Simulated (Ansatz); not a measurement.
# AlO2 (Cmcm) in Ansatz: band structure with PBE

Aim: the band structure of AlO2 with PBE.

All numbers are computed with Ansatz 0.2.0; they aren't measurements. Logs are shortened: lines on timing, memory, paths and dates and some standing lists are left out, and cuts for length are marked.

## 1. The crystal as given

It takes space group Cmcm (No. 63, orthorhombic). Conventional cell: a = 2.976 Å, b = 10.806 Å, c = 3.647 Å, α = 90.00°, β = 90.00°, γ = 90.00°. Al (site symmetry m2m) has 6 O at 1.87 to 2.02 Å as nearest neighbours. Around O (site symmetry m2m) lie 2 Al at 1.88 Å. O (site symmetry m2m) has 4 Al at 1.87 to 2.02 Å as nearest neighbours.

The cell comes from a database or a generator and needn't be the stable form of this composition.

## 2. Band structure, PBE

input.yaml reads:

```yaml
crystal:
  lattice:
    - [1.488162, -5.402833, 0.0]
    - [1.488162, 5.402833, 0.0]
    - [0.0, 0.0, 3.646612]
  atoms:
    - { symbol: Al, position: [0.668133, 0.331867, 0.75] }
    - { symbol: Al, position: [0.331867, 0.668133, 0.25] }
    - { symbol: O, position: [0.061072, 0.938928, 0.75] }
    - { symbol: O, position: [0.938928, 0.061072, 0.25] }
    - { symbol: O, position: [0.294184, 0.705816, 0.75] }
    - { symbol: O, position: [0.705816, 0.294184, 0.25] }
hamiltonian:
  xc: pbe
  pseudopotentials: { kind: paw }
kpoints:
  mp_grid: { grid: [9, 9, 7] }
  band_path:
    path:
      - [[0.0, 0.0, 0.0], [0.2689669431, 0.2689669431, 0.0], [0.0, 0.5, 0.0], [0.0, 0.5, 0.5], [0.2689669431, 0.2689669431, 0.5], [0.0, 0.0, 0.5], [0.0, 0.0, 0.0], [-0.5, 0.5, 0.0], [-0.2689669431, 0.7310330569, 0.0], [-0.2689669431, 0.7310330569, 0.5], [-0.5, 0.5, 0.5], [-0.5, 0.5, 0.0]]
      - [[0.0, 0.0, 0.5], [-0.5, 0.5, 0.5]]
    npoints: 14
scf:
  occupations: { method: fermi_dirac, width: 0.05 }
  n_extra_bands: 15
output:
  forces: true
  stress: true
  eigenvalues: true
  fatbands: false
```

Potentials or basis: Ansatz PAW.

Started as:

```sh
> ansatz run input.yaml --threads 2 --pin off --max-ram 5632MiB --backend cpu --events-out ev --progress --plain --runs-dir out
```

Log:

```text
Warning: RAYON_NUM_THREADS=2 ignored (pool sized by the plan → 2); use --threads N
scf.n_extra_bands = 15 over 15 filled bands (N_el = 30.0): the run solves 30 bands
Engine: ansatz 0.2.0, aarch64-unknown-linux-gnu
Pseudopotentials: kind: paw
Pseudopotential: Al, paw, valence charge 3, recommended cutoff 420 eV (normal), Al.paw.azcp
Pseudopotential: O, paw, valence charge 6, recommended cutoff 420 eV (normal), O.paw.azcp
Functional definition: PBE
  parameter kappa = 0.804
  parameter beta = 0.06672455060314922
  exchange = pbe_x(kappa = kappa, mu = beta*pi^2/3)
  correlation = pbe_c(beta = beta)
Crystal: 6 atoms, lattice volume = 58.640 Å³
Basis set: ecut = 420 eV, 1139 PW (Γ), exchange–correlation on 80×80×50 points (8 copies of the dense FFT grid, shifted against one another)
Bands: 30, of which v1, the nominal top of the filled ones, is band 15 counted from 1 (14 counted from 0)
Symmetry: 8 space group operations
Space group: Cmcm (ITA 63), of the structure as read, at distance tolerance 3.9e-5 Å
k-points: 100 of 567
Non-local potential: Al, projectors of the file, l = 0: 2, l = 1: 2, l = 2: 1
Non-local potential: O, projectors of the file, l = 0: 2, l = 1: 2, l = 2: 1
PAW form: soft (Blöchl's): semilocal exchange-correlation on the pseudo side does not see the compensation charge
PAW one-centre angular grid: Al, 110 points (default); XC on 64 Gauss nodes
PAW one-centre angular grid: O, 110 points (default); XC on 64 Gauss nodes
Initial density: superposition of atomic densities (neutral atoms: chi_scale 0, normalization atom), corrected by the library's trained network
Initial wavefunctions: pseudopotential atomic-orbital guess
Functional: x = pbe(κ = 0.804, μ = 0.2195149727645171), c = pbe(β = 0.06672455060314922)
SCF iter   1: F=—  HF=-3346.969595 eV  |F-HF|=—  |Δ(HF+E_count)|=         —  Δρ=9.87e-3  dr2=1.94e-2  ethr=1.77e-3  ⟨swp⟩=5.7  Hψ=15339  notcnv=0  defer=167
preconditioner: auto → Kerker (q_TF=auto, 2.440 Å⁻¹)  [metal: Δε(μ)=0.006 eV  Ē_g=19.857 eV  σ=0.050 eV  W_gap=0.03  n_scr=14 (ndim 8)  ℏωp=26.6 eV  f_vac=0.003  D(μ)=4.71/eV (n_scr^D=50)]
SCF iter   2: F=—  HF=-3346.966120 eV  |F-HF|=—  |Δ(HF+E_count)|=   3.47e-3  Δρ=3.12e-3  dr2=2.95e-3  ethr=6.46e-5  ⟨swp⟩=1.0  Hψ=3801  notcnv=0  defer=479
SCF iter   3: F=—  HF=-3346.965841 eV  |F-HF|=—  |Δ(HF+E_count)|=   2.79e-4  Δρ=6.79e-4  dr2=3.13e-4  ethr=9.82e-6  ⟨swp⟩=2.7  Hψ=3382  notcnv=0  defer=479
SCF iter   4: F=—  HF=-3346.965847 eV  |F-HF|=—  |Δ(HF+E_count)|=   5.50e-6  Δρ=1.78e-4  dr2=4.00e-5  ethr=1.04e-6  ⟨swp⟩=2.3  Hψ=3340  notcnv=0  defer=479
SCF iter   5: F=—  HF=-3346.965858 eV  |F-HF|=—  |Δ(HF+E_count)|=   1.15e-5  Δρ=6.84e-5  dr2=8.47e-6  ethr=1.33e-7  ⟨swp⟩=2.0  Hψ=3248  notcnv=0  defer=479
SCF iter   6: F=—  HF=-3346.965858 eV  |F-HF|=—  |Δ(HF+E_count)|=   6.32e-7  Δρ=2.87e-5  dr2=7.37e-7  ethr=2.82e-8  ⟨swp⟩=2.0  Hψ=3367  notcnv=0  defer=479
SCF iter   7: F=-3346.965858 eV  HF=-3346.965858 eV  |F-HF|=5.54e-9  |Δ(HF+E_count)|=   1.05e-8  Δρ=7.83e-6  dr2=5.11e-8  ethr=3.33e-10  ⟨swp⟩=9.3  Hψ=16466  notcnv=0
SCF 1 converged in 7 iterations: F = -3346.965858 eV  dr2 = 5.11e-8
NSCF: frozen V_eff on 170 k-points
SCF converged after 7 iterations
Free energy (F): -3346.965858 eV
Harris-Foulkes:  -3346.965858 eV  (|F-HF|=5.54e-9)
Internal energy: -3346.926534 eV  (E = F + TS)
E sigma→0 (E₀):  -3346.946196 eV
Entropy (-TS):   -0.039324 eV (-6.554 meV/atom)
Fermi energy:    5.620140 eV
--- Per-component energies (eV) ---
  E_band       = -35.534619
  E_kinetic    = 753.666297
  E_local      = -1431.883527  (includes V_loc(G=0)·N_el)
  E_nonlocal   = 210.813413
  E_hartree    = 508.685517
  E_xc         = -375.963260
  E_vxc        = -436.380838  (∫ρ·V_xc dr)
  E_paw        = -1566.166072  (= ΣΔE_a)
  E_vpaw       = -149.131469  (= ΣTr[D̂ρ^β])
  E_aug_tail   = 0.009648  (compensation charges beyond the density's cutoff)
  E_ewald      = -1446.088549
  E_smearing   = -0.039324  (= −TS)
  E_closure    = 0.000000  (closes the sum)
  Σ components = -3346.965858   (vs F -3346.965858, Δ=0.00e0)
--- Forces (eV/Å), atoms counted from 1 ---
  atom   1  Al     0.00000000     0.19919825     0.00000000
  atom   2  Al     0.00000000    -0.19919825     0.00000000
  atom   3  O      0.00000000     0.69776273     0.00000000
  atom   4  O      0.00000000    -0.69776273     0.00000000
  atom   5  O      0.00000000    -0.07828030     0.00000000
  atom   6  O      0.00000000     0.07828030     0.00000000
  max |Σ_I F_I| component: 2.22e-16 eV/Å
--- Stress (GPa, compression-positive) ---
       -1.886393       0.000000       0.000000
        0.000000      -1.817874       0.000000
        0.000000       0.000000       0.234967
  P = ⅓ Tr σ = -1.1564 GPa (-11.564 kbar)
--- Band table (eV; the first three rows and the last of 100) ---
  k-point 0: bands = ["-13.8188", "-11.7476", "-11.0946", "-10.8120", "-0.4237", "1.1558", "1.7906", "2.3673", "2.9866", "3.1445", "3.3181", "3.8091", "4.2857", "5.1413", "5.6757", "5.7077", "11.5594", "14.0983", "15.5656", "16.4722", "18.5411", "19.1842", "20.4248", "21.2171", "21.3175", "21.3605", "21.6522", "22.3428", "22.8504", "23.6608"]
  k-point 1: bands = ["-13.6944", "-11.6981", "-11.1048", "-10.9941", "-0.3996", "0.9729", "1.3049", "2.4768", "3.1988", "3.4388", "3.5610", "3.8977", "4.2339", "4.9730", "5.4458", "5.6446", "11.9882", "14.4007", "15.4211", "16.2543", "18.3707", "19.2174", "19.8227", "20.6972", "21.4729", "22.0817", "22.5030", "22.7239", "22.7778", "23.5571"]
  k-point 2: bands = ["-13.3355", "-11.5661", "-11.4814", "-11.1458", "-0.4417", "0.5107", "1.0530", "2.7917", "3.3465", "3.3473", "4.0884", "4.1484", "4.2051", "4.5288", "5.3169", "5.4795", "12.9626", "15.0282", "15.1458", "15.6562", "18.2529", "19.3939", "19.6460", "20.3948", "21.4430", "21.7534", "21.8089", "23.3996", "23.9634", "24.9627"]
  k-point 99: bands = ["-12.6575", "-12.1051", "-11.5978", "-11.2651", "-0.1580", "0.4925", "1.9411", "2.3317", "3.0987", "3.1262", "3.6402", "3.7135", "3.8603", "4.0529", "5.7504", "6.1240", "14.1926", "14.9193", "15.1406", "15.7365", "18.8095", "19.2689", "20.0574", "20.3272", "20.4041", "20.7516", "21.3928", "22.2553", "24.4556", "25.2800"]
```

Run time: 6.3 s. Hardware: 2 threads of Arm Neoverse V2, shared host; peak memory 0.41 GiB.

Results:

- Free energy: -3346.9659 eV
- Pressure: -1.2 GPa
- Largest force: 0.698 eV/Å
- Band gap on the k mesh: none (metal or under the smearing width)

Forces on the atoms (eV/Å):
```
Al   0.000  0.199  0.000
Al   0.000 -0.199  0.000
O    0.000  0.698  0.000
O    0.000 -0.698  0.000
O    0.000 -0.078  0.000
O    0.000  0.078  0.000
```

Stress tensor (GPa, compression positive):
```
-1.89  0.00  0.00
 0.00 -1.82  0.00
 0.00  0.00  0.23
```

Levels at the corners of the path, in eV from the Fermi level:
| point | band 11 | band 12 | band 13 | band 14 | band 15 | band 16 | band 17 | band 18 | band 19 | band 20 |
| --- | --- | --- | --- | --- | --- | --- | --- | --- | --- | --- |
| Γ | -2.30 | -1.81 | -1.33 | -0.48 | 0.06 | 0.09 | 5.94 | 8.48 | 9.95 | 10.85 |
| X | -2.66 | -2.60 | -1.64 | -1.01 | -0.68 | -0.01 | 9.81 | 10.01 | 11.45 | 11.50 |
| S | -2.56 | -2.46 | -1.79 | -1.08 | -0.54 | -0.04 | 9.91 | 10.04 | 11.53 | 11.56 |
| R | -2.34 | -2.34 | -1.28 | -1.28 | 0.18 | 0.18 | 10.28 | 10.28 | 11.75 | 11.75 |
| A | -2.34 | -2.34 | -1.36 | -1.36 | 0.22 | 0.22 | 10.33 | 10.33 | 11.75 | 11.75 |
| Z | -1.78 | -1.78 | -1.04 | -1.04 | -0.20 | -0.20 | 8.73 | 8.73 | 9.69 | 9.69 |
| Γ | -2.30 | -1.81 | -1.33 | -0.48 | 0.06 | 0.09 | 5.94 | 8.48 | 9.95 | 10.85 |
| Y | -1.67 | -1.56 | -1.52 | -1.48 | -0.48 | 0.00 | 7.42 | 7.61 | 8.94 | 12.22 |
| X1 | -2.66 | -2.60 | -1.64 | -1.01 | -0.68 | -0.01 | 9.81 | 10.01 | 11.45 | 11.50 |
| A1 | -2.34 | -2.34 | -1.36 | -1.36 | 0.22 | 0.22 | 10.33 | 10.33 | 11.75 | 11.75 |
| T | -2.21 | -2.21 | -1.68 | -1.68 | 0.36 | 0.36 | 8.93 | 8.93 | 9.91 | 9.91 |
| Y | -1.67 | -1.56 | -1.52 | -1.48 | -0.48 | 0.00 | 7.42 | 7.61 | 8.94 | 12.22 |
| Z | -1.78 | -1.78 | -1.04 | -1.04 | -0.20 | -0.20 | 8.73 | 8.73 | 9.69 | 9.69 |
| T | -2.21 | -2.21 | -1.68 | -1.68 | 0.36 | 0.36 | 8.93 | 8.93 | 9.91 | 9.91 |

Caveat: the pressure holds a Pulay correction of +0.9 GPa for the finite cutoff.
